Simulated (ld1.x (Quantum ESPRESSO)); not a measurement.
# An RRKJ potential for gallium, from input to tests

Aim: build the potential from the settings below, then test how well it stands in for the atom: other configurations, scattering, ghost states and the plane-wave cutoff that it needs.

The numbers are computed with ld1.x (Quantum ESPRESSO) 7.5 (PBE, scalar-relativistic, spin-unpolarised reference atom).

**1. The design**

Typed settings, in words:

```json
{
  "element": "gallium (Ga, Z = 31)",
  "type": "norm-conserving RRKJ (Kleinman–Bylander form)",
  "frozen core": "[Ar]",
  "valence charge": "13",
  "reference configuration": "3d10 4s2 4p0.75 (charge +0.25)",
  "partial waves": "4s (bound): rc 2.10 bohr; 4p (bound): rc 2.60 bohr; 3d (bound): rc 0.80 bohr",
  "local potential": "all-electron potential smoothed inside 0.60 bohr (lloc = -2)",
  "core correction": "not asked for"
}
```

The nodes and maxima of the atom's own shells, from an earlier all-electron run, set the scale for the radii.

All-electron outer shells of the reference configuration (PBE, scalar-relativistic, ld1.x):

| shell | level (eV) | outermost node (bohr) | outermost maximum (bohr) |
| --- | --- | --- | --- |
| 3s | -149.96 | 0.27 | 0.56 |
| 3p | -100.69 | 0.24 | 0.56 |
| 3d | -20.99 | – | 0.53 |
| 4s | -10.62 | 0.81 | 1.87 |
| 4p | -4.04 | 0.87 | 2.47 |

**2. The generation run**

File Ga.in:

```
 &input
   title='Ga', zed=31., rel=1, dft='PBE', iswitch=3,
   config='[Ar] 3d10 4s2 4p0.75',
   nld=3, rlderiv=2.85, eminld=-4.0, emaxld=5.0, deld=0.02
 /
 &inputp
   pseudotype=2, tm=.false., rho0=0.005, lloc=-2, rcloc=0.60,
   nlcc=.false.,
   file_pseudopw='Ga.UPF', file_wfcaegen='ae.wfc', file_wfcncgen='nc.wfc', file_beta='beta', file_chi='chi'
 /
3
4S  1  0   2.00   0.00  2.10  2.10  0.0
4P  2  1   0.75   0.00  2.60  2.60  0.0
3D  3  2  10.00   0.00  0.80  0.80  0.0
 &test
   configts(1)='3d10 4s2 4p0.75'
 /
```

Launch:

```bash
$ ld1.x < Ga.in > Ga.out
```

The output, Ga.out (without the banner and most projector matrices):

```text
     Program LD1 v.7.5
     --------------------------- All-electron run ----------------------------

     Ga
     scalar relativistic calculation

     atomic number is 31.00
     dft =PBE   lsd =0 sic =0 latt =0  beta=0.20 tr2=1.0E-14
     Exchange-correlation= PBE
                           (   1   4   3   4   0   0   0)
     mesh =1205 r(mesh) = 101.09016 a.u. xmin = -7.00 dx = 0.01250
     1 Ry =  13.60569312 eV, c = 137.03599908

     n l     nl                  e(Ry)          e(Ha)          e(eV)
     1 0     1S 1( 2.00)      -752.0238      -376.0119    -10231.8048
     2 0     2S 1( 2.00)       -92.9137       -46.4569     -1264.1557
     2 1     2P 1( 6.00)       -80.8976       -40.4488     -1100.6685
     3 0     3S 1( 2.00)       -11.0217        -5.5109      -149.9580
     3 1     3P 1( 6.00)        -7.4007        -3.7004      -100.6921
     3 2     3D 1(10.00)        -1.5424        -0.7712       -20.9860
     4 0     4S 1( 2.00)        -0.7809        -0.3905       -10.6248
     4 1     4P 1( 0.75)        -0.2970        -0.1485        -4.0412

     final scf error:  4.8E-15 reached in  32 iterations

     Etot =   -3887.818520 Ry,   -1943.909260 Ha,  -52896.465706 eV

     Ekin =    3953.925402 Ry,    1976.962701 Ha,   53795.895654 eV
     Encl =   -9365.063571 Ry,   -4682.531786 Ha, -127418.181028 eV
     Eh   =    1674.179164 Ry,     837.089582 Ha,   22778.367939 eV
     Exc  =    -150.859515 Ry,     -75.429758 Ha,   -2052.548272 eV

     normalization and overlap integrals

     s(1S/1S) =  1.000000  <r> =   0.0486  <r2> =    0.0032  r(max) =   0.0319
     s(2S/2S) =  1.000000  <r> =   0.2178  <r2> =    0.0560  r(max) =   0.1833
     s(2P/2P) =  1.000000  <r> =   0.1907  <r2> =    0.0446  r(max) =   0.1464
     s(3S/3S) =  1.000000  <r> =   0.6518  <r2> =    0.4906  r(max) =   0.5647
     s(3P/3P) =  1.000000  <r> =   0.6791  <r2> =    0.5442  r(max) =   0.5647
     s(3D/3D) =  1.000000  <r> =   0.8101  <r2> =    0.8612  r(max) =   0.5305
     s(4S/4S) =  1.000000  <r> =   2.3126  <r2> =    6.2073  r(max) =   1.8748
     s(4P/4P) =  1.000000  <r> =   3.2419  <r2> =   12.5592  r(max) =   2.4683

     ------------------------ End of All-electron run ------------------------

     --------------------- Generating NC pseudopotential ---------------------

      Generating local potential from pseudized AE potential:
      Matching radius rcloc =   0.6000
      Enforcing V''(0)=0 (lloc=-2)

      Local pseudo, rcloc= 0.601 Estimated cut-off energy=    84.90 Ry

      Wfc   4S  rcut= 2.098  Estimated cut-off energy=       10.42 Ry
      Using 4 Bessel functions for this wfc, rho(0) = 0.005
      This function has    0 nodes for 0 < r <    2.098

      Wfc   4P  rcut= 2.627  Estimated cut-off energy=       25.24 Ry
      This function has    0 nodes for 0 < r <    2.627

      Wfc   3D  rcut= 0.791  Estimated cut-off energy=      371.09 Ry
      This function has    0 nodes for 0 < r <    0.791

     ------------------- End of pseudopotential generation -------------------

     [... the all-electron block is printed once more ...]


     Computing logarithmic derivative in   2.84990
     Computing logarithmic derivative in   2.84990
     Computing the partial wave expansion
     R is outside the sphere for l=    0 j= 0.00
     R is outside the sphere for l=    1 j= 0.00
     R is outside the sphere for l=    2 j= 0.00

     ---------------------- Testing the pseudopotential ----------------------

     Ga
     scalar relativistic calculation

     atomic number is 31.00   valence charge is 13.00
     dft =PBE   lsd =0 sic =0 latt =0  beta=0.20 tr2=1.0E-14
     mesh =1205 r(mesh) = 101.09016 xmin = -7.00 dx = 0.01250

     n l     nl             e AE (Ry)        e PS (Ry)    De AE-PS (Ry)
     3 2     3D   1(10.00)       -1.54244       -1.54246        0.00002
     1 0     4S   1( 2.00)       -0.78090       -0.78091        0.00000
     2 1     4P   1( 0.75)       -0.29703       -0.29703        0.00000

     eps = 3.0E-15  iter =  8

     Etot =   -3887.818520 Ry,   -1943.909260 Ha,  -52896.465706 eV
     Etotps =  -152.971161 Ry,     -76.485581 Ha,   -2081.278680 eV

     Ekin =     231.155850 Ry,     115.577925 Ha,    3145.035563 eV
     Encl =    -457.756067 Ry,    -228.878033 Ha,   -6228.088571 eV
     Ehrt =     141.895295 Ry,      70.947648 Ha,    1930.583844 eV
     Ecxc =     -20.585155 Ry,     -10.292578 Ha,    -280.075308 eV
     Epseu=     -47.681085 Ry,     -23.840542 Ha,    -648.734208 eV

     ---------------------- End of pseudopotential test ----------------------
```

It took 1.2 s on 1 thread of Neoverse-V2, shared host. This counts the later configuration tests of the new file too.

All-electron and pseudo partial waves u(r) = r·R(r), from the program's wave files:

```tsv
r (bohr)	3d AE	3d PS
0.130	0.2441	0.0996
0.260	0.7157	0.5529
0.390	1.0078	1.0359
0.520	1.0963	1.1689
0.650	1.0601	1.0764
0.780	0.9674	0.9674
0.910	0.8566	0.8566
1.040	0.7463	0.7463
1.170	0.6443	0.6443
1.300	0.5533	0.5533
1.430	0.4738	0.4738
1.560	0.4051	0.4051
1.690	0.3461	0.3461
1.820	0.2956	0.2956
1.950	0.2524	0.2524
2.080	0.2155	0.2155
2.210	0.1840	0.1840
2.340	0.1571	0.1571
2.470	0.1341	0.1341
2.600	0.1145	0.1145
2.730	0.0977	0.0977
2.860	0.0834	0.0834
2.990	0.0711	0.0711
3.120	0.0607	0.0607
3.250	0.0517	0.0517
3.380	0.0441	0.0441
```

**3. Transferability test**

File Ga.test.in:

```
 &input
   title='Ga', zed=31., rel=1, dft='PBE', iswitch=2,
   config='[Ar] 3d10 4s2 4p0.75'
 /
 &test
   file_pseudo='Ga.UPF', nconf=8,
   configts(1)='3d10 4s2 4p0.75',
   configts(2)='3d10 4s2 4p1',
   configts(3)='3d10 4s2 4p0',
   configts(4)='3d10 4s1 4p0',
   configts(5)='3d10 4s2 4p0.5',
   configts(6)='3d10 4s0 4p0',
   configts(7)='3d10 4s1 4p1',
   configts(8)='3d10 4s0 4p3'
 /
```

Launch:

```bash
$ ld1.x < Ga.test.in > Ga.test.out
```

Ga.test.out, the pseudopotential blocks, each with the warnings that came before it:

```text
     ---------------------- Testing the pseudopotential ----------------------

     Ga
     scalar relativistic calculation

     atomic number is 31.00   valence charge is 13.00
     dft =PBE   lsd =0 sic =0 latt =0  beta=0.20 tr2=1.0E-14
     mesh =1205 r(mesh) = 101.09016 xmin = -7.00 dx = 0.01250

     n l     nl             e AE (Ry)        e PS (Ry)    De AE-PS (Ry)
     3 2     3D   1(10.00)       -1.54244       -1.54246        0.00002
     1 0     4S   1( 2.00)       -0.78090       -0.78091        0.00000
     2 1     4P   1( 0.75)       -0.29703       -0.29703        0.00000

     eps = 3.3E-15  iter = 26

     Etot =   -3887.818520 Ry,   -1943.909260 Ha,  -52896.465706 eV
     Etotps =  -152.971162 Ry,     -76.485581 Ha,   -2081.278680 eV

     Ekin =     231.155850 Ry,     115.577925 Ha,    3145.035556 eV
     Encl =    -457.756066 Ry,    -228.878033 Ha,   -6228.088565 eV
     Ehrt =     141.895295 Ry,      70.947648 Ha,    1930.583843 eV
     Ecxc =     -20.585155 Ry,     -10.292578 Ha,    -280.075307 eV
     Epseu=     -47.681085 Ry,     -23.840542 Ha,    -648.734206 eV

     ---------------------- End of pseudopotential test ----------------------

     ---------------------- Testing the pseudopotential ----------------------

     Ga
     [...]
     n l     nl             e AE (Ry)        e PS (Ry)    De AE-PS (Ry)
     3 2     3D   1(10.00)       -1.40782       -1.40841        0.00058
     1 0     4S   1( 2.00)       -0.65769       -0.65772        0.00003
     2 1     4P   1( 1.00)       -0.18956       -0.18957        0.00001

     eps = 5.1E-15  iter = 29

     Etot =   -3887.879138 Ry,   -1943.939569 Ha,  -52897.290452 eV
     Etotps =  -153.031788 Ry,     -76.515894 Ha,   -2082.103540 eV
     dEtot_ae =      -0.060618 Ry
     dEtot_ps =      -0.060626 Ry,   Delta E=       0.000008 Ry

     [...]
     ---------------------- End of pseudopotential test ----------------------

     ---------------------- Testing the pseudopotential ----------------------

     Ga
     [...]
     n l     nl             e AE (Ry)        e PS (Ry)    De AE-PS (Ry)
     3 2     3D   1(10.00)       -2.01549       -2.01207       -0.00341
     1 0     4S   1( 2.00)       -1.20034       -1.19999       -0.00035
     2 1     4P   1( 0.00)       -0.66647       -0.66621       -0.00026

     eps = 9.9E-15  iter = 23

     Etot =   -3887.461073 Ry,   -1943.730537 Ha,  -52891.602393 eV
     Etotps =  -152.613738 Ry,     -76.306869 Ha,   -2076.415681 eV
     dEtot_ae =       0.357447 Ry
     dEtot_ps =       0.357424 Ry,   Delta E=       0.000023 Ry

     [...]
     ---------------------- End of pseudopotential test ----------------------

     Warning: n=2, l=1 expected 0 nodes, found 1
     ---------------------- Testing the pseudopotential ----------------------

     Ga
     [...]
     n l     nl             e AE (Ry)        e PS (Ry)    De AE-PS (Ry)
     3 2     3D   1(10.00)       -2.89274       -2.88030       -0.01243  !
     1 0     4S   1( 1.00)       -1.91606       -1.91316       -0.00290
     2 1     4P   1( 0.00)       -1.30377       -1.30841        0.00464

     eps = 1.7E-15  iter = 20

     Etot =   -3885.908206 Ry,   -1942.954103 Ha,  -52870.474558 eV
     Etotps =  -151.062036 Ry,     -75.531018 Ha,   -2055.303705 eV
     dEtot_ae =       1.910314 Ry
     dEtot_ps =       1.909125 Ry,   Delta E=       0.001189 Ry

     [...]
     ---------------------- End of pseudopotential test ----------------------

     ---------------------- Testing the pseudopotential ----------------------

     Ga
     [...]
     n l     nl             e AE (Ry)        e PS (Ry)    De AE-PS (Ry)
     3 2     3D   1(10.00)       -1.68964       -1.68884       -0.00081
     1 0     4S   1( 2.00)       -0.91338       -0.91333       -0.00006
     2 1     4P   1( 0.50)       -0.41320       -0.41317       -0.00003

     eps = 7.3E-15  iter = 23

     Etot =   -3887.729917 Ry,   -1943.864958 Ha,  -52895.260192 eV
     Etotps =  -152.882554 Ry,     -76.441277 Ha,   -2080.073120 eV
     dEtot_ae =       0.088604 Ry
     dEtot_ps =       0.088607 Ry,   Delta E=      -0.000003 Ry

     [...]
     ---------------------- End of pseudopotential test ----------------------

     ---------------------- Testing the pseudopotential ----------------------

     Ga
     [...]
     n l     nl             e AE (Ry)        e PS (Ry)    De AE-PS (Ry)
     3 2     3D   1(10.00)       -3.85756       -3.83163       -0.02593  !
     1 0     4S   1( 0.00)       -2.68834       -2.67835       -0.00999  !
     2 1     4P   1( 0.00)       -1.99942       -2.27496        0.27554  !

     eps = 4.2E-15  iter = 14

     Etot =   -3883.609747 Ry,   -1941.804873 Ha,  -52839.202424 eV
     Etotps =  -148.769515 Ry,     -74.384758 Ha,   -2024.112368 eV
     dEtot_ae =       4.208774 Ry
     dEtot_ps =       4.201646 Ry,   Delta E=       0.007127 Ry

     [...]
     ---------------------- End of pseudopotential test ----------------------

     ---------------------- Testing the pseudopotential ----------------------

     Ga
     [...]
     n l     nl             e AE (Ry)        e PS (Ry)    De AE-PS (Ry)
     3 2     3D   1(10.00)       -2.14975       -2.14636       -0.00339
     1 0     4S   1( 1.00)       -1.28054       -1.28008       -0.00046
     2 1     4P   1( 1.00)       -0.73071       -0.73033       -0.00038

     eps = 4.8E-15  iter = 30

     Etot =   -3886.919219 Ry,   -1943.459609 Ha,  -52884.230082 eV
     Etotps =  -152.071921 Ry,     -76.035960 Ha,   -2069.043886 eV
     dEtot_ae =       0.899302 Ry
     dEtot_ps =       0.899241 Ry,   Delta E=       0.000061 Ry

     [...]
     ---------------------- End of pseudopotential test ----------------------

     ---------------------- Testing the pseudopotential ----------------------

     Ga
     [...]
     n l     nl             e AE (Ry)        e PS (Ry)    De AE-PS (Ry)
     3 2     3D   1(10.00)       -1.67078       -1.67133        0.00054
     1 0     4S   1( 0.00)       -0.80735       -0.80731       -0.00004
     2 1     4P   1( 3.00)       -0.29537       -0.29533       -0.00004

     eps = 4.8E-15  iter = 23

     Etot =   -3886.896388 Ry,   -1943.448194 Ha,  -52883.919461 eV
     Etotps =  -152.048974 Ry,     -76.024487 Ha,   -2068.731687 eV
     dEtot_ae =       0.922132 Ry
     dEtot_ps =       0.922187 Ry,   Delta E=      -0.000055 Ry

     [...]
     ---------------------- End of pseudopotential test ----------------------
```

Energies count from the reference configuration 3d10 4s2 4p0.75; the error is all-electron less pseudo. A star marks tests that logged a warning.

```csv
valence configuration,charge,ΔE all-electron (eV),error AE − PS (meV)
3d10 4s2 4p1,0,-0.825,+0.1
3d10 4s2 4p0,+1,4.863,+0.3
3d10 4s1 4p0 *,+2,25.991,+16
3d10 4s2 4p0.5,+0.5,1.206,0.0
3d10 4s0 4p0,+3,57.263,+97
3d10 4s1 4p1,+1,12.236,+0.8
3d10 4s0 4p3,0,12.546,-0.7
```

**4. Logarithmic derivatives**

Taken from the files of the generation run. The phase is arctan(r·u′/u) with u = r·R, unwrapped, with energies in Ry. A pole is an energy at which the radial function vanishes at the test radius. The pseudo phase is shifted by a multiple of π to meet the all-electron one at the reference energy. Levels narrower than the energy grid can be missing from the poles. The last column is the largest difference on the grid between −1 and +1 Ry.

```tsv
channel	radius (bohr)	reference (Ry)	poles AE	poles PS	window around the reference with phases within 0.05 rad (Ry)	largest difference near zero (rad)
s	2.85	-0.78	-0.04	-0.04	below 1.7	0.006
p	2.85	-0.30	0.94	0.94	below 3.3	0.000
d	2.85	-1.54	-1.52, 2.70	-1.52, 2.71	the whole range	0.005
```

Phases (rad) along the scan:

```tsv
E (Ry)	s AE	s PS	d AE	d PS
-4.00	1.370	1.370	1.396	1.396
-3.52	1.351	1.351	1.384	1.384
-3.04	1.325	1.325	1.369	1.369
-2.56	1.286	1.285	1.350	1.350
-2.08	1.218	1.218	1.321	1.321
-1.60	1.065	1.064	1.097	1.097
-1.12	0.377	0.376	-1.850	-1.850
-0.64	-1.208	-1.208	-1.924	-1.924
-0.16	-1.533	-1.534	-2.044	-2.043
0.32	-1.655	-1.658	-2.326	-2.325
0.80	-1.743	-1.749	-3.234	-3.229
1.28	-1.843	-1.858	-4.199	-4.196
1.76	-2.008	-2.060	-4.506	-4.504
2.24	-2.429	-2.682	-4.636	-4.635
2.72	-3.562	-3.937	-4.716	-4.714
3.20	-4.237	-4.383	-4.778	-4.776
3.68	-4.456	-4.539	-4.841	-4.839
4.16	-4.558	-4.621	-4.925	-4.920
4.64	-4.618	-4.676	-5.075	-5.063
```

**5. Plane-wave convergence, by spherical Bessel functions**

This step uses the generator's waves and projectors in a separate script. Basis: spherical Bessel functions vanishing at 20 bohr, q² up to the cutoff; potential fixed at the reference.

All-electron valence levels (Ry): 4s -0.7809, 4p -0.2970, 3d -1.5424. The lowest levels of each channel (Ry) by cutoff; the last column sums, over occupied levels, occupation times the distance from the level at 400 Ry. A positive value at high cutoff is not a bound level.

```tsv
cutoff (Ry)	s #1	s #2	p #1	p #2	d #1	f #1	Σ f·Δε (mRy)
8	-0.7793	-0.1006	-0.2943	-0.0195	-0.0009	0.0675	15421.2
18	-7.0241	-0.7754	-0.2969	-0.0197	-0.0036	0.0675	15401.1
35	-15.0331	-0.7806	-0.2970	-0.0202	-0.0089	0.0675	15337.1
55	-18.2660	-0.7809	-2.2382	-0.2970	-0.0348	0.0675	15077.6
90	-19.3475	-0.7809	-3.8284	-0.2970	-0.3505	0.0675	11920.3
140	-19.4604	-0.7809	-4.1600	-0.2970	-1.1108	0.0675	4317.8
230	-19.4630	-0.7809	-4.1743	-0.2970	-1.5329	0.0675	96.7
300	-19.4644	-0.7809	-4.1752	-0.2970	-1.5423	0.0675	2.5
400	-19.4645	-0.7809	-4.1756	-0.2970	-1.5426	0.0675	0.0
```

The sum stays within 10 mRy from 300 Ry and within 1 mRy only somewhere over 300 Ry. The sum leaves out empty levels, which can need more. Ghost test: ghost states, bound below the all-electron valence or empty levels of the same l: s at -264.8 eV, p at -56.8 eV.

**6. Results**

| quantity | value |
| --- | --- |
| cutoffs for 10 and 1 mRy, occupied levels | 300 Ry and over 300 Ry |
| bound ghosts | s at -264.83 eV, p at -56.81 eV |
| largest test error (AE − PS) | +97 meV, for 3d10 4s0 4p0 |
| largest phase difference near zero energy, channels read | 0.006 rad |

A bound ghost (s, p) makes it unfit for use: electrons can fall into a state that the atom doesn't have. By total energies transferability is fair: the largest error is 97 meV on 57.3 eV, for 3d10 4s0 4p0. That test lies far up in energy; among those under 40 eV, nearer to bonding, the largest error is 16 meV. The potential is very hard: the looser tolerance needs 300 Ry. The tighter tolerance needs over 300 Ry, and converged work needs a cutoff nearer that. The slowest occupied level is 3d: taken alone it needs 300 Ry to come within 1 mRy, against 35 Ry for 4s. Near zero energy the phases of the channels with partial waves agree within 0.006 rad. All of this concerns the isolated atom, not yet a solid.
